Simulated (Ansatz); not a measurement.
# AlBH4O2: the cost of one run

All numbers below are computed with Ansatz 0.2.0 (RKS PBE0/def2-SVP).

### Step 1. Starting point

Bond lengths: B1–O2 1.395 Å, O2–Al3 1.839 Å, Al3–O4 1.784 Å, B1–H5 1.224 Å, B1–H6 1.222 Å, Al3–H7 1.607 Å, O4–H8 1.025 Å. Angles: B1–O2–Al3 103.3°, O2–B1–H5 122.8°, O2–B1–H6 122.5°, H5–B1–H6 114.3°, O2–Al3–O4 120.2°, O2–Al3–H7 119.3°, O4–Al3–H7 120.2°, Al3–O4–H8 101.6°.

As a file:

```xyz
8

B    -0.2567    1.5139   -0.0824
O     0.8702    0.9073    0.4731
Al    0.7156   -0.8449   -0.0618
O    -0.0750   -2.0418    0.9996
H    -0.2434    2.0626   -1.1762
H    -1.3005    1.6545    0.5375
H     1.4287   -1.3163   -1.4223
H    -1.0467   -1.9923    0.6768
```

### Step 2. Relaxing end A

Input file input.yaml:

```yaml
crystal:
  periodic: [false, false, false]
  atoms:
    - { symbol: B, position_ang: [-0.2567, 1.5139, -0.0824] }
    - { symbol: O, position_ang: [0.8702, 0.9073, 0.4731] }
    - { symbol: Al, position_ang: [0.7156, -0.8449, -0.0618] }
    - { symbol: O, position_ang: [-0.075, -2.0418, 0.9996] }
    - { symbol: H, position_ang: [-0.2434, 2.0626, -1.1762] }
    - { symbol: H, position_ang: [-1.3005, 1.6545, 0.5375] }
    - { symbol: H, position_ang: [1.4287, -1.3163, -1.4223] }
    - { symbol: H, position_ang: [-1.0467, -1.9923, 0.6768] }
basis:
  gaussian: { orbitals: def2-SVP }
hamiltonian:
  xc: pbe0
relax:
  f_tol: 0.015
  max_steps: 40
```

Launch:

```sh
ansatz run input.yaml --threads 1 --pin off --max-ram 2048MiB --backend cpu --events-out ev --progress --plain --runs-dir out
```

What time and memory should one allow on 1 thread of Arm Neoverse V1, shared host?

About 49 s, with a peak of 0.15 GiB.
